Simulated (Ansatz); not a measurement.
Born–Oppenheimer molecular dynamics of a periodic cell of 16 atoms, Cs (start crystal Cs, start structure Pbcm, volume 1 times the crystal's). It starts from a structure without forces on its atoms.

These are results of DFT r2SCAN-D3(BJ), scalar-relativistic, plane waves, PAW (Ansatz 0.2.0), not measurements. Settings: accuracy low, cutoff 500 eV, k mesh 1x1x1, fermi-dirac smearing 0.16 eV, no spin polarisation.

```yaml
ensemble: NVT, Langevin thermostat
time_step: 3 fs
steps_asked: 200
set_temperature: 1800 K
friction: 0.02 /fs
seed: 178386
```

First frame:

```xyz
16
Lattice="11.0385 0.0000 0.0000 0.0000 10.0517 0.0000 0.0000 0.0000 17.9762" Properties=species:S:1:pos:R:3
Cs 4.080 3.968 6.741
Cs 1.439 6.084 2.247
Cs 4.080 1.058 2.247
Cs 1.439 8.994 6.741
Cs 4.080 3.968 15.729
Cs 1.439 6.084 11.235
Cs 4.080 1.058 11.235
Cs 1.439 8.994 15.729
Cs 9.600 3.968 6.741
Cs 6.958 6.084 2.247
Cs 9.600 1.058 2.247
Cs 6.958 8.994 6.741
Cs 9.600 3.968 15.729
Cs 6.958 6.084 11.235
Cs 9.600 1.058 11.235
Cs 6.958 8.994 15.729
```

What does the run give?

The run went to its last step.

```json
{"steps done": "200", "time covered": "600 fs", "mean temperature over the second half": "1519 K", "spread of the potential energy over the second half": "5.2 meV per atom", "mean potential energy of the second half above the start": "68.5 meV per atom"}
```

The mean temperature of the second half is 16 % below the set value. A run of 0.6 ps of so small a system gives no equilibrium averages. Limits of this set-up: coarse k mesh, low accuracy level.

What happens to the structure?

Mean squared displacements from the first frame to the last, about the centre of mass: Cs 0.67 Å². The details hang on the random start.

How do temperature and energy run in time?


```
time (fs)  T (K)  potential energy less start (eV)
        0   1688                             0.000
       18   2113                             0.022
       36   2231                             0.078
       54   1563                             0.153
       72   1607                             0.234
       90   1504                             0.333
      108   1508                             0.423
      126   1440                             0.482
      144   1460                             0.503
      162   1536                             0.501
      180   2295                             0.525
      198   1400                             0.621
      216   1215                             0.690
      234   1752                             0.735
      252   1917                             0.742
      270   2173                             0.740
      288   1865                             0.766
      306   1927                             0.870
      324   1412                             1.024
      342   1370                             1.159
      360   1495                             1.198
      378   1126                             1.198
      396   1212                             1.214
      414   1231                             1.166
      432   1395                             1.104
      450   1267                             1.083
      468   1410                             1.067
      486   2384                             1.090
      504   1569                             1.063
      522   1953                             1.024
      540   1551                             1.016
      558   1444                             1.048
      576   1720                             1.116
      594    940                             1.169
```

Time of the run: 21 min on 4 threads of AMD EPYC 9R45 96-Core Processor (Zen 5), with other jobs on the host, peak memory 2.9 GiB.
